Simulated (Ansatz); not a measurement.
**C2H5AlCl2O: small, medium and large basis sets**

The task here is to estimate one member of a computed series from the others.

Computed with Ansatz 0.2.0, Gaussian basis. Level: one geometry, several basis sets.

Plan: PBE0-D4/def2-SVP; ωB97M-V/def2-SVP; PBE0-D4/def2-QZVPP; ωB97M-V/def2-QZVPP; the functionals' def2-TZVPP values are taken from earlier runs.

## The geometry

An earlier PBE0-D4 in a triple-zeta def2 set relaxation fixed the geometry.

SMILES `CC[O][Al]([Cl])[Cl]`, 11 atoms, charge 0, spin multiplicity 1.

Atoms are counted from 1 here; the program's logs count them from 0.

Bond lengths: C1–C2 1.510 Å, C1–H7 1.093 Å, C1–H8 1.093 Å, C1–H9 1.092 Å, C2–O3 1.409 Å, C2–H10 1.095 Å, C2–H11 1.097 Å, O3–Al4 1.665 Å, Al4–Cl5 2.081 Å, Al4–Cl6 2.071 Å. Angles: C2–C1–H7 110.4°, C2–C1–H8 110.9°, C2–C1–H9 110.5°, H7–C1–H8 108.1°, H7–C1–H9 108.5°, H8–C1–H9 108.4°, C1–C2–O3 110.9°, C1–C2–H10 110.1°, C1–C2–H11 110.1°, O3–C2–H10 107.7°, O3–C2–H11 110.7°, H10–C2–H11 107.3°, C2–O3–Al4 135.4°, O3–Al4–Cl5 120.7°, O3–Al4–Cl6 119.3°, Cl5–Al4–Cl6 120.0°.

The first run:

Contents of in.yaml:

```yaml
crystal:
  periodic: [false, false, false]
  atoms:
    - {symbol: C, position_ang: [0.004926, -1.394970, 0.879372]}
    - {symbol: C, position_ang: [0.811868, -0.306760, 0.211422]}
    - {symbol: O, position_ang: [0.097233, 0.907034, 0.189112]}
    - {symbol: Al, position_ang: [-0.696873, 1.794334, -0.974680]}
    - {symbol: Cl, position_ang: [-0.725086, 1.164263, -2.957778]}
    - {symbol: Cl, position_ang: [-1.659218, 3.546318, -0.431134]}
    - {symbol: H, position_ang: [0.587051, -2.317954, 0.939853]}
    - {symbol: H, position_ang: [-0.907352, -1.604903, 0.315248]}
    - {symbol: H, position_ang: [-0.277050, -1.096348, 1.890938]}
    - {symbol: H, position_ang: [1.742045, -0.135538, 0.763851]}
    - {symbol: H, position_ang: [1.087955, -0.612477, -0.805606]}
basis:
  gaussian: {orbitals: def2-SVP}
hamiltonian: {xc: pbe0, dispersion: d4}
output: {orbitals: {seedname: orbitals}}
```

Steps of the session up to this table: PBE0-D4 in def2-SVP; ωB97M-V in def2-SVP; PBE0-D4 in def2-QZVPP; ωB97M-V in def2-QZVPP.

One table of the session follows, with a row left open; its other results are not shown here.

It belongs to the step «Density functionals: the series». 

| functional | basis | HOMO (eV) |
| --- | --- | --- |
| PBE0-D4 | def2-SVP | -8.50 |
| PBE0-D4 | def2-TZVPP | -8.59 |
| PBE0-D4 | def2-QZVPP | -8.62 |
| ωB97M-V | def2-SVP | -10.85 |
| ωB97M-V | def2-TZVPP | ? |
| ωB97M-V | def2-QZVPP | -11.01 |

**Question.** Estimate the row for ωB97M-V, def2-TZVPP.

**Answer.** HOMO (eV): -10.98. In the column «HOMO (eV)» it lies between ωB97M-V, def2-QZVPP (-11.01) and ωB97M-V, def2-SVP (-10.85).
